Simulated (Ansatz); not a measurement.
# MgTi3N: the cost of one run

Computed with Ansatz 0.2.0 (DFT PBE, scalar-relativistic, plane waves, PAW, unless a step's input says otherwise).

**1. Starting point**

Symmetry: Pm-3m, No. 221, cubic system. Conventional cell: a = 4.175 Å, b = 4.175 Å, c = 4.175 Å, α = 90.00°, β = 90.00°, γ = 90.00°. Mg (site symmetry m-3m) is surrounded by 12 Ti at 2.95 Å. Around Ti (site symmetry 4/mmm) lie 2 N at 2.09 Å. N (site symmetry m-3m) is surrounded by 6 Ti at 2.09 Å.

Structure file:

```
Mg Ti N
1.0
     4.17459    0.00000    0.00000
     0.00000    4.17459    0.00000
     0.00000    0.00000    4.17459
Mg Ti N
1 3 1
Direct
  0.00000 0.00000 0.00000
  0.00000 0.50000 0.50000
  0.50000 0.00000 0.50000
  0.50000 0.50000 0.00000
  0.50000 0.50000 0.50000
```

Recipe of the guess: species swapped into a database cell of Yb3PbO (Pm-3m, No. 221), with Ti on the Yb sites, Mg on the Pb sites and N on the O sites. Its size is a rough estimate.

**2. The guess as it stands, on a coarse mesh**

File input.yaml:

```yaml
crystal:
  lattice:
    - [4.17458778, 0.0, 0.0]
    - [0.0, 4.17458778, 0.0]
    - [0.0, 0.0, 4.17458778]
  atoms:
    - { symbol: Mg, position: [0.0, 0.0, 0.0] }
    - { symbol: Ti, position: [0.0, 0.5, 0.5], spin: 1.0 }
    - { symbol: Ti, position: [0.5, 0.0, 0.5], spin: 1.0 }
    - { symbol: Ti, position: [0.5, 0.5, 0.0], spin: 1.0 }
    - { symbol: "N", position: [0.5, 0.5, 0.5] }
basis:
  ecutwfc: 420
kpoints:
  mp_grid: { grid: [4, 4, 4] }
hamiltonian:
  xc: pbe
scf:
  occupations: { method: gaussian, width: 0.1 }
  lower_state_search: "off"
output:
  forces: true
  stress: true
  eigenvalues: true
  populations: true
magnetization:
  spin_polarized: true
```

Command:

```sh
> ansatz run input.yaml --threads 1 --pin off --max-ram 2560MiB --backend cpu --events-out ev --progress --plain --runs-dir out
```

What time and memory should one allow on 1 thread of Intel Xeon at 2.70GHz, shared host?

About 7.2 s, with a peak of 0.38 GiB.
